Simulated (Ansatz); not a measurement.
# C3H5NSe: the cost of one run

All numbers below are computed with Ansatz 0.2.0 (RKS BLYP-D4/def2-SVP).

## 1. Starting point

Bond lengths: C1–C2 1.379 Å, C2–N3 1.455 Å, N3–C4 1.352 Å, C4–Se5 1.853 Å, C1–H6 1.114 Å, C1–H7 1.030 Å, C2–H8 1.063 Å, C4–H9 1.125 Å, Se5–H10 1.495 Å. Angles: C1–C2–N3 125.0°, C1–C2–H8 116.3°, N3–C2–H8 118.5°, C2–C1–H6 115.6°, C2–C1–H7 121.9°, H6–C1–H7 122.4°, C2–N3–C4 121.5°, N3–C4–Se5 127.6°, N3–C4–H9 112.4°, Se5–C4–H9 120.0°, C4–Se5–H10 91.0°.

Structure file:

```xyz
10

C     0.4028   -1.3076    0.9588
C    -0.4436   -1.1012   -0.1104
N    -1.2054    0.1159   -0.3483
C    -0.6202    1.3344   -0.3102
Se    1.1866    1.7170   -0.1543
H     0.4993   -0.4543    1.6677
H     0.8691   -2.2120    1.1174
H    -0.6036   -1.9340   -0.7511
H    -1.3634    2.1703   -0.4310
H     1.3614    1.6203   -1.6358
```

## 2. End point A

input.yaml

```yaml
crystal:
  periodic: [false, false, false]
  atoms:
    - { symbol: C, position_ang: [0.4028, -1.3076, 0.9588] }
    - { symbol: C, position_ang: [-0.4436, -1.1012, -0.1104] }
    - { symbol: "N", position_ang: [-1.2054, 0.1159, -0.3483] }
    - { symbol: C, position_ang: [-0.6202, 1.3344, -0.3102] }
    - { symbol: Se, position_ang: [1.1866, 1.717, -0.1543] }
    - { symbol: H, position_ang: [0.4993, -0.4543, 1.6677] }
    - { symbol: H, position_ang: [0.8691, -2.212, 1.1174] }
    - { symbol: H, position_ang: [-0.6036, -1.934, -0.7511] }
    - { symbol: H, position_ang: [-1.3634, 2.1703, -0.431] }
    - { symbol: H, position_ang: [1.3614, 1.6203, -1.6358] }
basis:
  gaussian: { orbitals: def2-SVP }
hamiltonian:
  xc: blyp
  dispersion: d4
relax:
  f_tol: 0.02
  max_steps: 50
output:
  orbitals: {}
```

On the command line:

```bash
ansatz run input.yaml --threads 2 --pin off --max-ram 3072MiB --backend cpu --events-out ev --progress --plain --runs-dir out
```

**Question.** How long does this run take on 2 threads of Intel Xeon 6975P-C (Granite Rapids), shared host, and how much memory does it need?

About 17 s, with a peak of 0.17 GiB.
